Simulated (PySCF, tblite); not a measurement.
# Si₄Te₄, a small inorganic cluster: infrared bands, NMR shifts and electronic excitations

Aim: the infrared bands, NMR shifts and electronic excitations of `[Si]12[Te]3[Si]4[Te]1[Si]1[Te]2[Si]3[Te]41`. It is drawn as: cube.

Computed with tblite 0.8.0 and PySCF 2.14.0; each step states its level. No surroundings beyond the atoms listed, unless a continuum is named. Atoms count from 0, parts from 1.

1 further run of the same task is left out (for a known fault of the program).

## 1. Starting point

8 atoms, charge 0, multiplicity 1; geometry: distance geometry start.

## 2. Relaxing the cluster with GFN1-xTB

What the job is given:

```
{"job": {"kind": "relax", "xc": "GFN1-xTB", "basis": "xTB"}, "charge": 0, "multiplicity": 1}
Si     2.080969     0.062728    -0.356119
Te     0.919007    -1.804007     0.750017
Si    -0.406759    -0.209182     2.082648
Te     0.873523     1.655607     1.102672
Si    -0.882995     1.864842    -0.643770
Te     0.347234     0.270376    -2.103098
Si    -0.762721    -1.700655    -1.075665
Te    -2.134687    -0.127056     0.264792
```

With the program's defaults for keys left out, this is: GFN1-xTB geometry optimisation, gas phase.

Launch:

```bash
> OMP_NUM_THREADS=1 python cluster_run.py task.json out
```

The driver reads the jobs from task.json and runs them one after another.

Log:

```text
step      E/eV     max force
  0    -612.02835    4.078
  1    -612.92997    2.536
  2    -613.57068    0.751
  3    -613.62740    0.328
  4    -613.64153    0.392
  5    -613.66252    0.404
  6    -613.68875    0.314
  7    -613.70675    0.164
  8    -613.71155    0.075
  9    -613.71208    0.067
 10    -613.71244    0.058
 11    -613.71321    0.064
 12    -613.71435    0.092
 13    -613.71559    0.098
 14    -613.71641    0.079
 15    -613.71693    0.061
 16    -613.71737    0.048
 17    -613.71770    0.041
 18    -613.71783    0.027
 19    -613.71787    0.015
 20    -613.71789    0.013
 21    -613.71790    0.009
 22    -613.71791    0.010
 23    -613.71792    0.011
 24    -613.71793    0.011
 25    -613.71795    0.009
 26    -613.71796    0.006
```

Run time: 1.3 s. Hardware: 1 thread of Intel Xeon Platinum 8259CL at 2.50GHz, shared host.

Step by step:

```
step  energy from step 0 (eV)  largest force (eV/Å)
   0                   0.0000                4.0783
   1                  -0.9016                2.5362
   2                  -1.5423                0.7511
   3                  -1.5990                0.3282
   4                  -1.6132                0.3930
   5                  -1.6342                0.4042
   6                  -1.6604                0.3141
   7                  -1.6784                0.1640
   8                  -1.6832                0.0747
   9                  -1.6837                0.0669
  10                  -1.6841                0.0581
  11                  -1.6849                0.0641
  12                  -1.6860                0.0923
  13                  -1.6872                0.0985
  14                  -1.6881                0.0792
  15                  -1.6886                0.0607
  16                  -1.6890                0.0481
  17                  -1.6893                0.0417
  18                  -1.6895                0.0276
  19                  -1.6895                0.0151
  20                  -1.6895                0.0132
  21                  -1.6895                0.0089
  22                  -1.6896                0.0099
  23                  -1.6896                0.0114
  24                  -1.6896                0.0108
  25                  -1.6896                0.0092
  26                  -1.6896                0.0052
```

Close pairs (by a distance rule), those that changed most:

| bond | before (Å) | after (Å) | change (Å) |
| --- | --- | --- | --- |
| Si0–Te1 | 2.461 | 2.628 | +0.167 |
| Te1–Si2 | 2.465 | 2.628 | +0.163 |
| Si2–Te3 | 2.465 | 2.628 | +0.163 |
| Si0–Te5 | 2.470 | 2.628 | +0.158 |
| Si0–Te3 | 2.475 | 2.628 | +0.153 |
| Si6–Te7 | 2.481 | 2.628 | +0.147 |
| Te5–Si6 | 2.484 | 2.628 | +0.143 |
| Te1–Si6 | 2.484 | 2.627 | +0.143 |

## 3. Harmonic vibrations: GFN1-xTB

What the job is given:

```
{"job": {"kind": "ir", "xc": "GFN1-xTB", "basis": "xTB"}, "charge": 0, "multiplicity": 1}
Si     2.119688     0.089651    -0.322765
Te     1.010321    -2.026283     0.772381
Si    -0.395181    -0.242670     2.094945
Te     0.912182     1.855355     1.203482
Si    -0.906890     1.816917    -0.692342
Te     0.440353     0.271223    -2.335805
Si    -0.817379    -1.663898    -1.079910
Te    -2.363094    -0.100294     0.360013
```

With the program's defaults for keys left out, this is: GFN1-xTB harmonic vibrations, gas phase.

Log:

```text
mode    cm-1     km/mol
  1      56.9      0.00
  2      56.9      0.00
  3      80.4      0.11
  4      80.4      0.11
  5      80.4      0.11
  6     119.3      0.00
  7     242.7      0.00
  8     242.8      0.00
  9     242.9      0.00
 10     244.4      0.00
 11     244.6      0.00
 12     290.8    219.33
 13     290.9    219.06
 14     290.9    217.92
 15     303.8      0.00
 16     313.7     81.93
 17     313.7     83.54
 18     313.8     82.96
```

Wall time 1 s (1 thread of Intel Xeon Platinum 8259CL at 2.50GHz, shared host); peak memory 0.19 GiB.

The strongest bands and the atoms that carry them:

```csv
cm⁻¹,km/mol,atoms
291,219.3,"Si0 45 %, Si2 28 %"
291,219.1,"Si6 46 %, Si4 28 %"
291,217.9,"Si2 32 %, Si4 27 %, Si6 14 %, Si0 11 %"
314,83.5,"Si0 27 %, Si6 26 %, Si4 17 %, Si2 12 %"
314,81.9,"Si0 27 %, Si2 26 %, Si4 16 %, Si6 13 %"
314,83.0,"Si4 29 %, Si2 23 %, Si6 23 %, Te7 11 %"
```

## 4. Relaxing the molecule at PBE0-D3(BJ)/def2-SVP

Same as in step 3 but for these lines:

```diff
@@ -1,2 +1,2 @@
-{"job": {"kind": "ir", "xc": "GFN1-xTB", "basis": "xTB"}, "charge": 0, "multiplicity": 1}
+{"job": {"xc": "PBE0", "basis": "def2-SVP", "d3": "d3bj", "grid": 1, "kind": "geom"}, "charge": 0, "multiplicity": 1}
 Si     2.119688     0.089651    -0.322765
```

Log:

```text
step   0  E = -2229.42558455  max force = 0.017002
step   1  E = -2229.43250279  max force = 0.002855
step   2  E = -2229.43270801  max force = 0.000353
step   3  E = -2229.43270440  max force = 0.000144
step   4  E = -2229.43269908  max force = 0.000153
step   5  E = -2229.43270223  max force = 0.000142
optimisation converged
```

It took 4 min on 1 thread of Intel Xeon Platinum 8259CL at 2.50GHz, shared host; peak memory 0.94 GiB.

The steps of the relaxation:

| step | energy from step 0 (eV) | largest force component (eV/Å) |
| --- | --- | --- |
| 0 | 0.0000 | 0.8743 |
| 1 | -0.1883 | 0.1468 |
| 2 | -0.1938 | 0.0182 |
| 3 | -0.1937 | 0.0074 |
| 4 | -0.1936 | 0.0079 |
| 5 | -0.1937 | 0.0073 |

Distances of close pairs at the start and the end, largest changes first:

```csv
bond,before (Å),after (Å),change (Å)
Te1–Si2,2.628,2.699,+0.071
Te1–Si6,2.627,2.698,+0.071
Si2–Te7,2.627,2.698,+0.070
Si2–Te3,2.628,2.698,+0.070
Si0–Te3,2.628,2.698,+0.070
Si0–Te1,2.628,2.698,+0.070
Te5–Si6,2.628,2.697,+0.070
Si4–Te7,2.627,2.697,+0.070
```

The end geometry stands in the next job.

```
                         at the end point                value
  point group (found at 0.08 Å tolerance)                   Td
rotational constants (GHz, main isotopes)  0.208, 0.208, 0.207
                        dipole moment (D)                 0.00
```

## 5. NMR shieldings: PBE0/def2-SVP+pcSseg-1

What the job is given:

```
{"job": {"kind": "nmr", "xc": "PBE0", "basis": {"default": "pcSseg-1", "Te": "def2-SVP"}}, "charge": 0, "multiplicity": 1}
Si     2.229737     0.052856    -0.322387
Te     1.036917    -2.092894     0.797238
Si    -0.385771    -0.263340     2.179724
Te     0.982028     1.864107     1.240143
Si    -0.886115     1.874280    -0.705698
Te     0.493263     0.265687    -2.374893
Si    -0.827255    -1.722091    -1.117553
Te    -2.380798    -0.095682     0.371686
```

With the program's defaults for keys left out, this is: GIAO PBE0/pcSseg-1 Te:def2-SVP NMR shielding, scalar relativity only through core potentials, gas phase.

Log:

```text
coarse grid: 57752 points
cycle   1  E = -2221.7561532351  dE = -1.048e+02  |g| = 5.530e+00  |ddm| = 1.993e+01
cycle   2  E = -2216.4055449260  dE =  5.351e+00  |g| = 6.541e+00  |ddm| = 2.145e+01
cycle   3  E = -2229.2776808694  dE = -1.287e+01  |g| = 8.216e-01  |ddm| = 1.381e+01
cycle   4  E = -2229.3931185634  dE = -1.154e-01  |g| = 8.542e-01  |ddm| = 5.046e+00
cycle   5  E = -2229.6837154910  dE = -2.906e-01  |g| = 2.508e-01  |ddm| = 1.807e+00
cycle   6  E = -2229.7040304409  dE = -2.031e-02  |g| = 6.127e-02  |ddm| = 4.952e-01
cycle   7  E = -2229.7055909840  dE = -1.561e-03  |g| = 1.299e-02  |ddm| = 1.057e-01
cycle   8  E = -2229.7055844827  dE =  6.501e-06  |g| = 1.274e-02  |ddm| = 4.004e-02
cycle   9  E = -2229.7056549826  dE = -7.050e-05  |g| = 1.835e-03  |ddm| = 2.312e-02
cycle  10  E = -2229.7056565578  dE = -1.575e-06  |g| = 2.693e-04  |ddm| = 3.620e-03
final grid: 103880 points
cycle  11  E = -2229.7056533814  dE = -4.558e-08  |g| = 2.353e-04  |ddm| = 2.042e-03
cycle  12  E = -2229.7056533378  dE =  4.358e-08  |g| = 3.938e-04  |ddm| = 1.220e-03
cycle  13  E = -2229.7056534035  dE = -6.568e-08  |g| = 4.802e-05  |ddm| = 7.779e-04
cycle  14  E = -2229.7056534042  dE = -6.562e-10  |g| = 2.454e-05  |ddm| = 1.207e-04
converged SCF energy = -2229.7056534042

GIAO shielding tensors (ppm)
atom      isotropic    diamagn.    paramagn.     s11        s22        s33       span
  0 Si     191.910     869.546    -677.636     95.283     98.967    381.480    286.196
  1 Te         nan         nan         nan        nan        nan        nan        nan
  2 Si     191.123     869.517    -678.394     93.577     98.037    381.756    288.178
  3 Te         nan         nan         nan        nan        nan        nan        nan
  4 Si     195.461     869.486    -674.025    100.422    104.338    381.624    281.202
  5 Te         nan         nan         nan        nan        nan        nan        nan
  6 Si     195.002     869.507    -674.505     98.936    104.608    381.460    282.524
  7 Te         nan         nan         nan        nan        nan        nan        nan
```

Run time: 64 s. Hardware: 1 thread of Intel Xeon Platinum 8259CL at 2.50GHz, shared host; peak memory 0.98 GiB.

Shifts follow as δ = σ(reference) − σ, with reference shieldings (ppm) from runs at the same level and on the same kind of geometry: $^{29}$Si TMS 352.0. The references are single molecules in the gas phase. Atoms listed in one row are averaged.

| atoms | environment | σ (ppm) | δ (ppm) |
| --- | --- | --- | --- |
| Si0, Si2, Si4, Si6 | silicon bonded to 3 Te, in a 4-membered ring | 193.4 | 158.6 |

Atoms past Kr carry core potentials, so their printed shieldings have no meaning and are left out of the table.

Charges from the same density, by scheme (e):

| atoms | Mulliken | ESP fit |
| --- | --- | --- |
| Si0, Si2, Si4, Si6 | 0.30 | -0.04 |
| Te1, Te3, Te5, Te7 | -0.30 | 0.04 |

Mayer bond orders: Si0–Te1 0.74, Te1–Si2 0.74, Si2–Te3 0.74, Te3–Si4 0.74, Si4–Te5 0.74, Te5–Si6 0.74, Si6–Te7 0.74, Te3–Si0 0.74, Te7–Si4 0.74, Te5–Si0 0.74, Si6–Te1 0.74, Te7–Si2 0.74.

With diffuse functions Mulliken charges and Mayer bond orders lose their meaning; the other schemes are steadier.

## 6. TDDFT and polarisability: CAM-B3LYP/def2-SVP

Same as in step 5 but for these lines:

```diff
@@ -1,2 +1,2 @@
-{"job": {"kind": "nmr", "xc": "PBE0", "basis": {"default": "pcSseg-1", "Te": "def2-SVP"}}, "charge": 0, "multiplicity": 1}
+{"job": {"kind": "uv", "xc": "CAM-B3LYP", "basis": "def2-SVP", "nstates": 6, "ntriplets": 2, "ip": false}, "charge": 0, "multiplicity": 1}
 Si     2.229737     0.052856    -0.322387
```

Method: TDDFT CAM-B3LYP/def2-SVP, vertical, gas phase, core orbitals frozen in the response.

Log:

```text
coarse grid: 57752 points
cycle   1  E = -2222.7546068687  dE = -1.060e+02  |g| = 5.303e+00  |ddm| = 1.943e+01
cycle   2  E = -2219.9652966824  dE =  2.789e+00  |g| = 5.582e+00  |ddm| = 1.956e+01
cycle   3  E = -2229.3744747245  dE = -9.409e+00  |g| = 7.748e-01  |ddm| = 1.099e+01
cycle   4  E = -2229.6939718002  dE = -3.195e-01  |g| = 3.780e-01  |ddm| = 3.711e+00
cycle   5  E = -2229.7513917242  dE = -5.742e-02  |g| = 1.397e-01  |ddm| = 7.740e-01
cycle   6  E = -2229.7590718893  dE = -7.680e-03  |g| = 4.260e-02  |ddm| = 3.224e-01
cycle   7  E = -2229.7606831898  dE = -1.611e-03  |g| = 7.817e-03  |ddm| = 1.664e-01
cycle   8  E = -2229.7607986796  dE = -1.155e-04  |g| = 6.038e-03  |ddm| = 5.732e-02
cycle   9  E = -2229.7608229159  dE = -2.424e-05  |g| = 2.401e-03  |ddm| = 1.952e-02
cycle  10  E = -2229.7608286406  dE = -5.725e-06  |g| = 3.057e-04  |ddm| = 1.370e-02
final grid: 103880 points
cycle  11  E = -2229.7607901075  dE = -9.184e-08  |g| = 2.147e-04  |ddm| = 2.109e-03
cycle  12  E = -2229.7607901183  dE = -1.084e-08  |g| = 2.379e-04  |ddm| = 1.002e-03
cycle  13  E = -2229.7607901392  dE = -2.092e-08  |g| = 3.455e-05  |ddm| = 4.694e-04
cycle  14  E = -2229.7607901407  dE = -1.416e-09  |g| = 2.449e-05  |ddm| = 1.651e-04
cycle  15  E = -2229.7607901414  dE = -7.212e-10  |g| = 7.011e-06  |ddm| = 1.566e-04
converged SCF energy = -2229.7607901414

Static polarisability (au): isotropic 253.452, principal 253.145 253.394 253.818

Singlet excitations
state   eV       nm        f      main configurations
  1   2.3449    528.7   0.00000   H->L 0.47, H-1->L+1 0.32
  2   2.3573    526.0   0.00000   H-2->L+2 0.43, H-1->L+1 0.26, H->L+2 0.09
  3   2.3751    522.0   0.00000   H->L+1 0.48, H-1->L 0.48
  4   2.3827    520.4   0.00000   H-2->L 0.49, H->L+2 0.47
  5   2.3875    519.3   0.00000   H-1->L+2 0.49, H-2->L+1 0.47
  6   2.4967    496.6   0.00786   H-1->L 0.47, H->L+1 0.46

Triplet excitations (Tamm-Dancoff, eV): 1.7982 1.9450
```

It took 62 s on 1 thread of Intel Xeon Platinum 8259CL at 2.50GHz, shared host; peak memory 0.93 GiB.

Frontier orbitals and where they lie:

| orbital | eV | atoms |
| --- | --- | --- |
| HOMO−3 | -8.86 | Te1 39 %, Te3 31 %, Si4 8 % |
| HOMO−2 | -6.77 | Si2 21 %, Te3 18 %, Te1 16 % |
| HOMO−1 | -6.76 | Si6 18 %, Te1 17 %, Te5 15 % |
| HOMO | -6.76 | Si4 20 %, Te5 18 %, Te7 16 % |
| LUMO | -1.66 | Si4 22 %, Si6 21 %, Si0 17 % |
| LUMO+1 | -1.65 | Si6 21 %, Si0 20 %, Si2 18 % |
| LUMO+2 | -1.65 | Si2 23 %, Si0 20 %, Si4 17 % |

With each of the 6 states as a Gaussian band of 0.4 eV half-width at 1/e, the curve within the window shown has maxima at 496 nm (ε 320) L/(mol cm). Beyond the last state computed it falls off for lack of states. The curve at chosen wavelengths:

(nm, ε (L/mol/cm)): (443, 181), (454, 227), (464, 264), (475, 294), (486, 313), (496, 318), (507, 313), (518, 297), (528, 277), (539, 249), (550, 220), (560, 192), (571, 163), (582, 137), (593, 113), (603, 94), (614, 76), (625, 61), (635, 50), (646, 39), (657, 31), (667, 25), (678, 19), (689, 15), (699, 12), (710, 9)

Ground-state properties from the same run:

```
           property  computed
  dipole moment (D)      0.00
polarisability (Å³)     37.56
 HOMO–LUMO gap (eV)      5.10
      −ε(HOMO) (eV)      6.76
```

## 7. NMR shieldings: PBE0/def2-SVP

Same as in step 6 but for these lines:

```diff
@@ -1,2 +1,2 @@
-{"job": {"kind": "uv", "xc": "CAM-B3LYP", "basis": "def2-SVP", "nstates": 6, "ntriplets": 2, "ip": false}, "charge": 0, "multiplicity": 1}
+{"job": {"kind": "nmr", "xc": "PBE0", "basis": "def2-SVP", "pop": true}, "charge": 0, "multiplicity": 1}
 Si     2.229737     0.052856    -0.322387
```

Level: GIAO PBE0/def2-SVP NMR shielding, scalar relativity only through core potentials, gas phase.

Log:

```text
coarse grid: 57752 points
cycle   1  E = -2221.4071374489  dE = -1.048e+02  |g| = 5.534e+00  |ddm| = 1.996e+01
cycle   2  E = -2215.6677568260  dE =  5.739e+00  |g| = 6.535e+00  |ddm| = 2.108e+01
cycle   3  E = -2228.9069572444  dE = -1.324e+01  |g| = 8.164e-01  |ddm| = 1.356e+01
cycle   4  E = -2229.0441404224  dE = -1.372e-01  |g| = 8.553e-01  |ddm| = 5.510e+00
cycle   5  E = -2229.3698581780  dE = -3.257e-01  |g| = 2.504e-01  |ddm| = 1.911e+00
cycle   6  E = -2229.3911929814  dE = -2.133e-02  |g| = 7.706e-02  |ddm| = 5.556e-01
cycle   7  E = -2229.3937295293  dE = -2.537e-03  |g| = 1.206e-02  |ddm| = 1.314e-01
cycle   8  E = -2229.3937162063  dE =  1.332e-05  |g| = 1.335e-02  |ddm| = 4.173e-02
cycle   9  E = -2229.3937960830  dE = -7.988e-05  |g| = 1.228e-03  |ddm| = 2.418e-02
cycle  10  E = -2229.3937969225  dE = -8.395e-07  |g| = 1.784e-04  |ddm| = 3.021e-03
final grid: 103880 points
cycle  11  E = -2229.3937462038  dE = -2.839e-08  |g| = 2.224e-04  |ddm| = 2.072e-03
cycle  12  E = -2229.3937461676  dE =  3.620e-08  |g| = 3.670e-04  |ddm| = 1.241e-03
cycle  13  E = -2229.3937462262  dE = -5.862e-08  |g| = 2.672e-05  |ddm| = 7.778e-04
cycle  14  E = -2229.3937462264  dE = -2.565e-10  |g| = 1.088e-05  |ddm| = 6.290e-05
converged SCF energy = -2229.3937462264

GIAO shielding tensors (ppm)
atom      isotropic    diamagn.    paramagn.     s11        s22        s33       span
  0 Si     278.323     869.088    -590.765    203.547    206.835    424.588    221.042
  1 Te         nan         nan         nan        nan        nan        nan        nan
  2 Si     277.529     869.082    -591.553    201.983    205.844    424.761    222.778
  3 Te         nan         nan         nan        nan        nan        nan        nan
  4 Si     281.451     869.087    -587.636    208.067    211.497    424.788    216.720
  5 Te         nan         nan         nan        nan        nan        nan        nan
  6 Si     281.008     869.087    -588.078    206.724    211.681    424.621    217.898
  7 Te         nan         nan         nan        nan        nan        nan        nan
```

Run time: 51 s. Hardware: 1 thread of Intel Xeon Platinum 8259CL at 2.50GHz, shared host; peak memory 0.98 GiB.

In short: δ Si0 127.6 ppm (means over like atoms).

## 8. Run by run: NMR shifts

Shifts (ppm), means over like atoms, with basis size and wall time:

```
                   run    Si0  functions  time
PBE0/def2-SVP+pcSseg-1  158.6        200  64 s
         PBE0/def2-SVP  127.6        176  51 s
```

## 9. Outcome

| quantity | value |
| --- | --- |
| strongest single infrared mode (GFN1-xTB) | 291 cm⁻¹ |
| point group | Td |
| rotational constants (main isotopes) | 0.21, 0.21, 0.21 GHz |
| $^{29}$Si shifts against TMS (PBE0/def2-SVP+pcSseg-1, means over atoms taken as alike) | 158.6 ppm |
| lowest singlet (CAM-B3LYP/def2-SVP) | 2.34 eV (529 nm), f = 0.000 |
| brightest single state of those computed | state 6, 2.50 eV, f = 0.008 |
| lowest triplet | 1.80 eV |
| range of the shift of Si0 | 127.6 to 158.6 ppm |

In words: No mode is imaginary at GFN1-xTB; the softest lies at 57 cm⁻¹. Over 5 steps the energy fell by 0.194 eV; of the close pairs, Te1–Si2 changed most, 2.628 to 2.699 Å (PBE0/def2-SVP). The lowest singlet, at 2.34 eV, is HOMO→LUMO 0.47, HOMO−1→LUMO+1 0.32 and is dark; of the 6 states computed, the strongest absorption comes from state 6 at 2.50 eV (the last computed, so partners may be missing). The lowest triplet lies 0.55 eV below the lowest singlet (triplets in Tamm-Dancoff, singlets in full TDDFT). Spin-orbit coupling, left out, mixes singlets and triplets in elements this heavy. The shift of Si0 (with its like atoms) runs from 127.6 (PBE0/def2-SVP) to 158.6 ppm (PBE0/def2-SVP+pcSseg-1). Spin-orbit coupling is left out, which matters for shieldings and couplings at and beside the heavy atoms.
